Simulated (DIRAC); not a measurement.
# GeS (germanium sulfide) at PBE/dyall-v2z (X2C-SO, uncontracted yes)

We compute a point of an energy scan of GeS (germanium sulfide). 

The results are computed with DIRAC 26.1 (patched).

10 further runs of the same task are left out: 10 set aside as unsound or not needed. Runs told in other sessions of the task aren't counted.

**1. Starting point**

GeS has 2 atoms, charge 0, and is taken as a singlet. SMILES: `[S+]#[Ge-]`.

Bond lengths: S1–Ge2 2.014 Å.

**2. A point of an energy scan at PBE/dyall-v2z (X2C-SO, uncontracted yes)**

mol.mol

```
DIRAC
GeS
basis from the library
C   2              A
       16.    1
S         0.00000000      0.00000000      0.00000000
LARGE BASIS dyall.v2z
       32.    1
Ge        0.00000000      0.00000000      2.01413833
LARGE BASIS dyall.v2z
FINISH
```

job.inp

```
**DIRAC
.TITLE
 GeS
.WAVE FUNCTION
**HAMILTONIAN
.X2C
.DFT
PBE
**INTEGRALS
*READIN
.UNCONTRACT
**GRID
.ULTRAFINE
**WAVE FUNCTION
.SCF
*END OF INPUT
```

Launch:

```bash
$ pam --inp=job.inp --mol=mol.mol --noarch --mw=163 --aw=368
```

Output:

```text
[...]
It.    1    -1325.811548999      0.00D+00  0.00D+00  0.00D+00               0.02481502s   Atom. scrpot
[...]
It.   15    -2497.764527582      1.32D-11  4.58D-07  7.06D-08   DIIS   9    0.24300000s   LL
[...]
* Convergence after   15 iterations.
[...]
                                   TOTAL ENERGY
                                   ------------
   Charge of molecule : 0
   Electronic energy                        :    -2632.2829604834092
   Other contributions to the total energy
   Nuclear repulsion energy                 :      134.5184329015416
[...]
   Total energy                             :    -2497.7645275818677
[...]
  * Closed shell, f = 1.0000
   -402.3763139601  ( 2)       -88.3005026035  ( 2)       -50.3623299882  ( 2)       -44.7782751437  ( 2)       -43.6331500012  ( 2)
     -7.7089357138  ( 2)        -6.1867715472  ( 2)        -5.7096921996  ( 2)        -5.6658375006  ( 2)        -4.3495631488  ( 2)
     -4.1934810788  ( 2)        -1.0894379133  ( 2)        -1.0697067701  ( 2)        -0.6455199038  ( 2)        -0.4241221951  ( 2)
     -0.2525161938  ( 2)        -0.2499187087  ( 2)
[...]
  * Closed shell, f = 1.0000
    -43.6351788578  ( 2)        -5.6657017524  ( 2)        -4.1984853126  ( 2)        -1.0926875080  ( 2)        -1.0691679057  ( 2)
     -0.2499216447  ( 2)
  * Virtual eigenvalues, f = 0.0000
     -0.1080930087  ( 2)         0.2630123832  ( 2)         0.3318422293  ( 2)         0.3410511649  ( 2)         0.4757080717  ( 2)
[...]
  * Closed shell, f = 1.0000
     -1.0732999179  ( 2)
  * Virtual eigenvalues, f = 0.0000
      0.3331894315  ( 2)         0.5793137745  ( 2)         2.2815093323  ( 2)         9.0784874454  ( 2)        30.4662220901  ( 2)
    101.0951661025  ( 2)       384.4062933345  ( 2)
[...]
* HOMO - LUMO gap:
    E(LUMO) :    -0.11219413 au (symmetry E1 )
  - E(HOMO) :    -0.24991871 au (symmetry E1 )
  ------------------------------------------
    gap     :     0.13772458 au
[...]
```

Wall time 4.2 s (1 thread of Arm Neoverse V2, shared host); peak memory 0.075 GiB.

**3. Summary of results**

At PBE/dyall-v2z (X2C-SO, uncontracted yes):

| quantity | value |
| --- | --- |
| total energy | -2497.76453 Eh |
| HOMO energy | -6.80 eV |
| LUMO energy | -3.05 eV |
| HOMO–LUMO gap | 3.75 eV |
